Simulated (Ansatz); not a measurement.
**Ga: further runs on the relaxed cell**

The task here is to estimate one member of a computed series from the others.

Computed with Ansatz 0.2.0 (DFT r2SCAN, scalar-relativistic, plane waves, PAW, unless a step's input says otherwise).

## The system as given

It takes space group Cmcm (No. 63, orthorhombic). The conventional cell has a = 2.739 Å, b = 7.910 Å, c = 3.351 Å, α = 90.00°, β = 90.00°, γ = 90.00°. Around Ga (site symmetry m2m) lie 8 Ga at 2.70 to 2.84 Å.

Coordinates:

```xyz
2
Lattice="1.3694 -3.9551 0.0000 1.3694 3.9551 0.0000 0.0000 0.0000 3.3505" Properties=species:S:1:pos:R:3 pbc="T T T"
Ga    1.3694   -2.8959    0.8376
Ga    1.3694    2.8959    2.5129
```

This cell was relaxed beforehand with the same method: volume 18.15 Å³/atom, gap on the mesh none (metal).

Set-up of the first run:

Input file input.yaml:

```yaml
crystal:
  lattice:
    - [1.3555436454, -3.9151819084, 0.0]
    - [1.3555436454, 3.9151819084, 0.0]
    - [0.0, 0.0, 3.3166573326]
  atoms:
    - { symbol: Ga, position: [0.8660941874, 0.1339058126, 0.25] }
    - { symbol: Ga, position: [0.1339058126, 0.8660941874, 0.75] }
basis:
  ecutwfc: 500
kpoints:
  mp_grid: { grid: [16, 16, 14] }
hamiltonian:
  xc: r2scan
scf:
  occupations: { method: gaussian, width: 0.1 }
output:
  forces: true
  stress: true
  eigenvalues: true
relax:
  adjacent_minimum: "off"
  f_tol: 0.01
  max_steps: 30
  cell: { stress_tol: 0.1, fix: [volume] }
```

Launch:

```
ansatz run input.yaml --threads 1 --pin off --max-ram 2560MiB --backend cpu --events-out ev --progress --plain --runs-dir out
```

Steps of the session up to this table: The cell scaled to 0.97 of its volume; Volume × 1.03; Point at V/V0 = 0.94; Point at V/V0 = 1.06; Point at V/V0 = 0.91; Point at V/V0 = 1.10; Point at V/V0 = 0.88.

One of the session's tables, all rows but one given; the rest of the session is left out.

It belongs to the step «Equation of state». 

| volume (Å³/atom) | energy above the lowest point (meV/atom) | pressure (GPa) |
| --- | --- | --- |
| 15.969 | 65.4 | 10.84 |
| 16.513 | 34.6 | 7.42 |
| 17.058 | ? | ? |
| 17.602 | 3.3 | 2.05 |
| 18.147 | 0.0 | -0.01 |
| 18.691 | 3.0 | -1.73 |
| 19.235 | 11.4 | -3.15 |
| 19.961 | 29.2 | -4.64 |

Estimate the missing values for volume (Å³/atom) = 17.058.

Worked estimate for «energy above the lowest point (meV/atom)». A straight line through the neighbours (16.513, 34.6) and (17.602, 3.3) gives 34.6 + (3.3 − 34.6) × (17.058 − 16.513) / (17.602 − 16.513) = 18.9; a parabola fitted to 4 rows on both sides gives 14.3.

As computed: energy above the lowest point (meV/atom): 14.4; pressure (GPa): 4.53. In «energy above the lowest point (meV/atom)» the line misses by +4.5 and the parabola by -0.1.
